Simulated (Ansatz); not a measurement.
**CH8BNSi: how energies converge with the basis set**

Aim: see how fast density functionals converge with the basis set for CH8BNSi.

The runs use Ansatz 0.2.0, Gaussian basis; one geometry, several basis sets.

The runs, in order: PBE0-D4/def2-SVP; ωB97M-V/def2-SVP; PBE0-D4/def2-QZVPP; ωB97M-V/def2-QZVPP; the functionals' def2-TZVPP values are taken from earlier runs.

## 1. Structure used throughout

An earlier PBE0-D4 in a triple-zeta def2 set relaxation fixed the geometry.

12 atoms, charge 0, spin multiplicity 1.

Atoms are counted from 1 here; the program's logs count them from 0.

Bond lengths: C1–B2 1.573 Å, C1–H5 1.095 Å, C1–H6 1.095 Å, C1–H7 1.095 Å, B2–N3 1.392 Å, B2–Si4 2.029 Å, N3–H8 1.006 Å, N3–H9 1.009 Å, Si4–H10 1.492 Å, Si4–H11 1.492 Å, Si4–H12 1.495 Å. Angles: B2–C1–H5 110.8°, B2–C1–H6 113.7°, B2–C1–H7 110.7°, H5–C1–H6 107.9°, H5–C1–H7 105.5°, H6–C1–H7 107.9°, C1–B2–N3 120.4°, C1–B2–Si4 121.5°, N3–B2–Si4 118.1°, B2–N3–H8 123.8°, B2–N3–H9 122.7°, H8–N3–H9 113.5°, B2–Si4–H10 111.7°, B2–Si4–H11 111.6°, B2–Si4–H12 112.3°, H10–Si4–H11 106.6°, H10–Si4–H12 107.2°, H11–Si4–H12 107.2°.

## 2. PBE0-D4 in def2-SVP

Contents of in.yaml:

```yaml
crystal:
  periodic: [false, false, false]
  atoms:
    - {symbol: C, position_ang: [-1.010091, 1.258062, -0.121206]}
    - {symbol: B, position_ang: [-0.126340, 0.025710, 0.294811]}
    - {symbol: N, position_ang: [-0.182757, -0.475035, 1.592430]}
    - {symbol: Si, position_ang: [1.120763, -0.879623, -1.024431]}
    - {symbol: H, position_ang: [-1.665119, 1.000579, -0.960418]}
    - {symbol: H, position_ang: [-1.637806, 1.643740, 0.688731]}
    - {symbol: H, position_ang: [-0.382670, 2.080781, -0.480726]}
    - {symbol: H, position_ang: [0.359045, -1.259238, 1.913742]}
    - {symbol: H, position_ang: [-0.778558, -0.079883, 2.303970]}
    - {symbol: H, position_ang: [2.136095, 0.071539, -1.564362]}
    - {symbol: H, position_ang: [0.377936, -1.422717, -2.199429]}
    - {symbol: H, position_ang: [1.866601, -2.019115, -0.408911]}
basis:
  gaussian: {orbitals: def2-SVP}
hamiltonian: {xc: pbe0, dispersion: d4}
output: {orbitals: {seedname: orbitals}}
```

Launch:

```
$ ansatz run in.yaml --threads 2 --pin off --events-out ev --progress --plain --max-ram 4352MiB
```

The log of the run:

```text
Functional definition: PBE0
  name "PBE0"
  cite "Adamo & Barone, J. Chem. Phys. 110, 6158 (1999) doi:10.1063/1.478522"
  cite "Perdew, Burke & Ernzerhof, Phys. Rev. Lett. 77, 3865 (1996) doi:10.1103/PhysRevLett.77.3865"
  parent pbe
  parameter a = 0.25
  parameter kappa = 0.804
  parameter beta = 0.06672455060314922
  exchange = (1 - a)*pbe_x(kappa = kappa, mu = beta*pi^2/3) + a*exact_x
  correlation = pbe_c(beta = beta)
1144 factors; their error is unknown
mean field evaluation 1: about -11192.8426 eV, gradient 5.7e1 eV
mean field evaluation 2: about -11188.7803 eV, gradient 6.9e1 eV
mean field evaluation 4: about -11200.1268 eV, gradient 3.1e0 eV
mean field evaluation 8: about -11200.1882 eV, gradient 2.9e-2 eV
mean field -11200.18822090 eV, -411.5993253578 hartree, gradient 5.9e-5 eV, S^2 0.000000; 0 other end points of the search recorded, 0 dependent functions left out
reference -11200.18824973 eV, -411.5993264175 hartree; 20, 20 occupied and 80, 80 virtual orbitals, 1144 factors
Total energy: -11200.36962825 eV, -411.6059919550 hartree
```

It took 1.5 s on 2 threads of Arm Neoverse V1, shared host.

## 3. ωB97M-V in def2-SVP

in.yaml, as its differences from that of step 2:

```diff
@@ -17,3 +17,3 @@
   gaussian: {orbitals: def2-SVP}
-hamiltonian: {xc: pbe0, dispersion: d4}
+hamiltonian: {xc: {name: wB97M-V}}
 output: {orbitals: {seedname: orbitals}}
```

Launched as before.

The log of the run, cut to the lines that bear on the results:

```text
Functional definition: wB97M-V
  name "wB97M-V"
  cite "Mardirossian & Head-Gordon, J. Chem. Phys. 144, 214110 (2016) doi:10.1063/1.4952647"
  cite "Becke, J. Chem. Phys. 107, 8554 (1997) doi:10.1063/1.475007"
  cite "Vydrov & Van Voorhis, J. Chem. Phys. 133, 244103 (2010) doi:10.1063/1.3521275"
  # Of w^i u^j: cxij and so on, Table III.
[...]
  gx(w, u) = 1 - cx + cx01*u + cx10*w
  gss(w, u) = css00 + css04*u^4 + css10*w + css20*w^2 + css43*w^4*u^3
  gos(w, u) = cos00 + cos10*w + (cos20 + cos21*u)*w^2 + (cos60 + cos61*u)*w^6
[...]
      + integral(e_c_pw_mod_opposite_spin*gos(b97_w_opposite, b97_u_opposite)) + vv10(b, c)
1144 factors; their error is unknown
338 factors; integrals over basis functions are off by at most 7.6e-6 eV
[...]
mean field -11204.88170353 eV, -411.7718076631 hartree, gradient 7.2e-5 eV, S^2 0.000000; 0 other end points of the search recorded, 0 dependent functions left out
reference -11204.88174841 eV, -411.7718093124 hartree; 20, 20 occupied and 80, 80 virtual orbitals, 1144 factors
Total energy: -11204.88174841 eV, -411.7718093124 hartree
```

Run time: 7 s. Hardware: 2 threads of Arm Neoverse V1, shared host.

## 4. PBE0-D4 in def2-QZVPP

in.yaml, as its differences from that of step 3:

```diff
@@ -16,4 +16,4 @@
 basis:
-  gaussian: {orbitals: def2-SVP}
-hamiltonian: {xc: {name: wB97M-V}}
+  gaussian: {orbitals: "def2-QZVPP.json"}
+hamiltonian: {xc: pbe0, dispersion: d4}
 output: {orbitals: {seedname: orbitals}}
```

The command is unchanged.

The log of the run:

```text
Functional definition: PBE0
  name "PBE0"
  cite "Adamo & Barone, J. Chem. Phys. 110, 6158 (1999) doi:10.1063/1.478522"
  cite "Perdew, Burke & Ernzerhof, Phys. Rev. Lett. 77, 3865 (1996) doi:10.1103/PhysRevLett.77.3865"
  parent pbe
  parameter a = 0.25
  parameter kappa = 0.804
  parameter beta = 0.06672455060314922
  exchange = (1 - a)*pbe_x(kappa = kappa, mu = beta*pi^2/3) + a*exact_x
  correlation = pbe_c(beta = beta)
1432 factors; their error is unknown
mean field evaluation 1: about -11196.4739 eV, gradient 7.2e1 eV
mean field evaluation 2: about -11188.5607 eV, gradient 8.8e1 eV
mean field evaluation 4: about -11207.0156 eV, gradient 5.7e0 eV
mean field evaluation 8: about -11207.0854 eV, gradient 4.9e-2 eV
mean field evaluation 16: about -11207.0909 eV, gradient 3.4e-5 eV
mean field -11207.09087815 eV, -411.8529933330 hartree, gradient 3.4e-5 eV, S^2 0.000000; 0 other end points of the search recorded, 0 dependent functions left out
reference -11207.09092290 eV, -411.8529949774 hartree; 20, 20 occupied and 461, 461 virtual orbitals, 1432 factors
Total energy: -11207.27230141 eV, -411.8596605149 hartree
```

Run time: 16 s. Hardware: 2 threads of Arm Neoverse V1, shared host; peak memory 1.4 GiB.

## 5. ωB97M-V in def2-QZVPP

in.yaml, as its differences from that of step 4:

```diff
@@ -17,3 +17,3 @@
   gaussian: {orbitals: "def2-QZVPP.json"}
-hamiltonian: {xc: pbe0, dispersion: d4}
+hamiltonian: {xc: {name: wB97M-V}}
 output: {orbitals: {seedname: orbitals}}
```

Launched as before.

The log of the run, cut to the lines that bear on the results:

```text
Functional definition: wB97M-V
  name "wB97M-V"
  cite "Mardirossian & Head-Gordon, J. Chem. Phys. 144, 214110 (2016) doi:10.1063/1.4952647"
  cite "Becke, J. Chem. Phys. 107, 8554 (1997) doi:10.1063/1.475007"
  cite "Vydrov & Van Voorhis, J. Chem. Phys. 133, 244103 (2010) doi:10.1063/1.3521275"
  # Of w^i u^j: cxij and so on, Table III.
[...]
  gx(w, u) = 1 - cx + cx01*u + cx10*w
  gss(w, u) = css00 + css04*u^4 + css10*w + css20*w^2 + css43*w^4*u^3
  gos(w, u) = cos00 + cos10*w + (cos20 + cos21*u)*w^2 + (cos60 + cos61*u)*w^6
[...]
      + integral(e_c_pw_mod_opposite_spin*gos(b97_w_opposite, b97_u_opposite)) + vv10(b, c)
1412 factors; their error is unknown
414 factors; integrals over basis functions are off by at most 1.1e-5 eV
[...]
mean field -11211.99790911 eV, -412.0333233947 hartree, gradient 3.7e-5 eV, S^2 0.000000; 0 other end points of the search recorded, 0 dependent functions left out
reference -11211.99797987 eV, -412.0333259950 hartree; 20, 20 occupied and 461, 461 virtual orbitals, 1412 factors
Total energy: -11211.99797987 eV, -412.0333259950 hartree
```

Wall time 37 s (2 threads of Arm Neoverse V1, shared host); peak memory 1.7 GiB.

## 6. Functionals by basis

The def2-TZVPP values come from earlier runs at the same geometry.

| functional | basis | functions | energy (eV) | from the largest (eV) | HOMO (eV) | LUMO (eV) |
| --- | --- | --- | --- | --- | --- | --- |
| PBE0-D4 | def2-SVP | 100 | -11200.3696 | 6.903 | -7.60 | 0.06 |
| PBE0-D4 | def2-TZVPP | 247 | -11206.8064 | 0.466 | -7.66 | -0.15 |
| PBE0-D4 | def2-QZVPP | 481 | -11207.2723 | 0.000 | -7.67 | -0.20 |
| ωB97M-V | def2-SVP | 100 | -11204.8817 | 7.116 | -9.72 | 2.09 |
| ωB97M-V | def2-TZVPP | 247 | -11211.5589 | 0.439 | -9.80 | 1.79 |
| ωB97M-V | def2-QZVPP | 481 | -11211.9980 | 0.000 | -9.82 | 1.51 |

## 7. What came out

| quantity | value |
| --- | --- |
| PBE0-D4: double and triple zeta above quadruple | 6.90, 0.47 eV |
| ωB97M-V: double and triple zeta above quadruple | 7.12, 0.44 eV |

**Reading.** For PBE0-D4 the step from double to triple zeta gains 6.44 eV and the next only 0.47 eV. Total energies overstate the basis error of differences, where much of it tends to cancel. The LUMO of ωB97M-V is positive and keeps falling with the basis (2.09 to 1.51 eV): an unbound level that the basis holds in place.

For PBE0-D4 the largest set took about 10 times as long as the smallest (16 s against 1.5 s).
